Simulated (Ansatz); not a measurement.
**ZnHO radical: one structure at several levels**

The task here is to estimate one member of a computed series from the others.

Program: Ansatz 0.2.0, Gaussian basis. Level of theory: single points in def2-TZVPP. These are calculated values, not measurements.

Cores are frozen in the correlated methods. The 3s and 3p shells of Cu and Zn are frozen; filled d shells are correlated. Orbitals are unrestricted.

## The system as given

SMILES `[O][ZnH]`, 3 atoms, charge 0, spin multiplicity 2.

Atoms are counted from 1 here; the program's logs count them from 0.

Bond lengths: O1–Zn2 1.716 Å, Zn2–H3 1.500 Å. Angles: O1–Zn2–H3 136.7°.

Coordinates:

```xyz
3

O    -1.2579    0.6308   -0.6077
Zn    0.2214    0.2945    0.1940
H     1.0179   -0.9265    0.5491
```

Set-up of the first run:

Contents of run/in.yaml:

```yaml
crystal:
  periodic: [false, false, false]
  atoms:
    - {symbol: O, position_ang: [-1.257900, 0.630800, -0.607700]}
    - {symbol: Zn, position_ang: [0.221400, 0.294500, 0.194000]}
    - {symbol: H, position_ang: [1.017900, -0.926500, 0.549100]}
basis:
  gaussian: {orbitals: def2-TZVPP}
magnetization: {spin_polarized: true, initial_magnetization: 1}
correlation: {method: ccsd_t, frozen_orbitals: {H: 0, O: 1, Zn: 9}}
scf: {omitted_lower_state_checks: [cluster_reference]}
output: {forces: true}
```

The command line of these runs was not kept.

Steps of the session up to this table: CCSD(T)/def2-TZVPP; PBE0-D4/def2-TZVPP; wB97M-V/def2-TZVPP; r2SCAN-D4/def2-TZVPP; PBE-D4/def2-TZVPP; B97M-V/def2-TZVPP; r2SCANh-D4/def2-TZVPP.

One table of the session follows, with a row left open; its other results are not shown here.

| method | RMS force component (eV/Å) | angle to CCSD(T) forces (°) | dipole (D) |
| --- | --- | --- | --- |
| CCSD(T) | 1.088 | reference | 2.69 |
| PBE0-D4 | ? | ? | ? |
| wB97M-V | 1.077 | 1.2 | 2.68 |
| r2SCAN-D4 | 0.875 | 7.4 | 2.57 |
| PBE-D4 | 0.851 | 5.1 | 2.54 |
| B97M-V | 0.898 | 7.1 | 2.50 |
| r2SCANh-D4 | 0.930 | 6.1 | 2.62 |

**Question.** Estimate the row for PBE0-D4.

**Answer.** RMS force component (eV/Å): 1.004; angle to CCSD(T) forces (°): 3.7; dipole (D): 2.65. In the column «RMS force component (eV/Å)» it lies between r2SCANh-D4 (0.930) and wB97M-V (1.077).
